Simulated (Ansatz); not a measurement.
CH5BS2, SMILES CSBS, a rigid scan of one bond angle

Computed with the Ansatz DFT code, driven from Python.

At the Python prompt:
```pycon
>>> import ansatz as az
>>> from ase import Atoms
>>> atoms = Atoms(["C", "S", "B", "S", "H", "H", "H", "H", "H"], positions=[
...     [-0.1634, 0.557, -1.4467],
...     [1.2256, 0.2385, -0.4082],
...     [0.2136, -0.8002, 0.8049],
...     [-0.4781, 0.021, 2.3126],
...     [0.1142, 1.23, -2.3258],
...     [-0.984, 1.1658, -0.8795],
...     [-0.6133, -0.338, -1.857],
...     [0.1712, -1.9475, 0.64],
...     [0.6028, -0.173, 3.1426],
... ])
>>> # relax first, so that the scan starts from a minimum
>>> first = (
...     az.Crystal.molecule_from_ase(atoms).calculation()
...     .basis(gaussian="def2-SVP")
...     .functional("B3LYP", dispersion="d3bj")
...     .relax(force_tolerance=0.02, max_steps=80)
... )
>>> atoms.positions = first.run().report["positions_ang"]
>>> rows = []
>>> for angle in [90, 100, 110, 120, 135, 150, 165, 179]:
...     bent = atoms.copy()
...     bent.set_angle(2, 3, 8, angle, indices=[8])
...     calc = az.Crystal.molecule_from_ase(bent).calculation()
...     calc = calc.basis(gaussian="def2-SVP")
...     calc = calc.functional("B3LYP", dispersion="d3bj")
...     rows.append((angle, calc.run().report["free_energy_ev"]))
...
>>> floor = min(e for _, e in rows)
>>> for angle, e in rows:
...     print(f"angle B2-S3-H8 = {angle:3d} deg   {1000 * (e - floor):9.1f} meV")
...
angle B2-S3-H8 =  90 deg        53.9 meV
angle B2-S3-H8 = 100 deg         0.0 meV
angle B2-S3-H8 = 110 deg        83.9 meV
angle B2-S3-H8 = 120 deg       290.4 meV
angle B2-S3-H8 = 135 deg       787.9 meV
angle B2-S3-H8 = 150 deg      1419.2 meV
angle B2-S3-H8 = 165 deg      2010.2 meV
angle B2-S3-H8 = 179 deg      2306.5 meV
```

What to keep in mind:
- The scan is rigid, and the energies are electronic, in a modest basis. The zero is the lowest point of the grid, which needn't be the minimum.
- b3lyp holds the VWN-RPA fit, as in Gaussian; the form of ORCA and Turbomole is b3lyp5.
- It ran for 76 s on 1 thread of Arm Neoverse V1, on a shared host, peak memory 0.25 GiB.
